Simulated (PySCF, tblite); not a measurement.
# C₅H₉O₂P: infrared bands and NMR shifts

What infrared bands and NMR shifts should C₅H₉O₂P (`COC1=C[P@@H](=O)CC1`) show?

The runs use tblite 0.8.0 and PySCF 2.14.0, with density-fitted response routines of our own; the level of theory stands in each step. All values are computed, except where a source is named. Atoms count from 0, in the outputs and in this text.

## (1) The molecule as given

17 atoms, charge 0, multiplicity 1; geometry from: GFN2-xTB.

Bonds of the start (Å): C0–O1 1.41, O1–C2 1.34, C2–C3 1.34, C3–P4 1.79, P4–O5 1.46, P4–C6 1.84, C6–C7 1.53, C7–C2 1.51, C0–H8 1.09, C0–H9 1.09, C0–H10 1.09, C3–H11 1.08, P4–H12 1.40, C6–H13 1.09, C6–H14 1.09, C7–H15 1.09, C7–H16 1.09.

## (2) Infrared spectrum with GFN2-xTB

The job: settings as JSON, then the geometry in Å.

```
{"job": {"kind": "ir", "xc": "GFN2-xTB", "basis": "xTB"}, "charge": 0, "multiplicity": 1}
C     -2.744388     0.329063     0.139242
O     -1.720582    -0.241530    -0.648309
C     -0.452933    -0.050942    -0.250984
C      0.004493     0.619400     0.814630
P      1.793183     0.521250     0.889251
O      2.442425     0.297385     2.181422
C      1.874978    -0.811191    -0.373029
C      0.575720    -0.675753    -1.162137
H     -3.681266     0.065410    -0.347331
H     -2.645694     1.417398     0.184701
H     -2.728902    -0.077687     1.154460
H     -0.588949     1.124488     1.555263
H      2.274056     1.658013     0.230951
H      1.904328    -1.752677     0.183757
H      2.762819    -0.760082    -1.002515
H      0.715092    -0.017480    -2.023597
H      0.208622    -1.633035    -1.535686
```

**Question.** This job is followed by: GIAO PBE0/pcSseg-1 NMR shielding, non-relativistic, gas phase. What will the session give for the following? strongest single infrared mode (GFN2-xTB); zero-point energy (GFN2-xTB); 13C shifts against TMS (PBE0/pcSseg-1); 1H shifts against TMS (PBE0/pcSseg-1, means over atoms taken as alike); 17O shifts against H2O (PBE0/pcSseg-1); 31P shifts against H3PO4 (PBE0/pcSseg-1).

The runs gave:

| quantity | value |
| --- | --- |
| strongest single infrared mode (GFN2-xTB) | 1647 cm⁻¹, 398 km/mol |
| zero-point energy (GFN2-xTB) | 82.8 kcal/mol |
| 13C shifts against TMS (PBE0/pcSseg-1) | 181.7, 95.3, 58.0, 32.6, 31.8 ppm |
| 1H shifts against TMS (PBE0/pcSseg-1, means over atoms taken as alike) | 8.30, 4.76, 3.83, 2.40, 2.29, 2.03, 1.86 ppm |
| 17O shifts against H2O (PBE0/pcSseg-1) | 140.7, 109.6 ppm |
| 31P shifts against H3PO4 (PBE0/pcSseg-1) | 7.5 ppm |

In words: No mode is imaginary among the 45: a minimum at this level. The strongest single mode, at 1647 cm⁻¹, moves mainly C2 and C3. Unscaled tight-binding wavenumbers are off by several per cent, some by more. Its intensities can rank the bands wrongly. C2 (alkene carbon bearing oxygen) lies farthest downfield among carbon, at 181.7 ppm; an sp2 carbon further deshielded by the attached heteroatom. At PBE0/pcSseg-1: The largest span, 325 ppm, is at P4, where the paramagnetic term is -651 ppm.
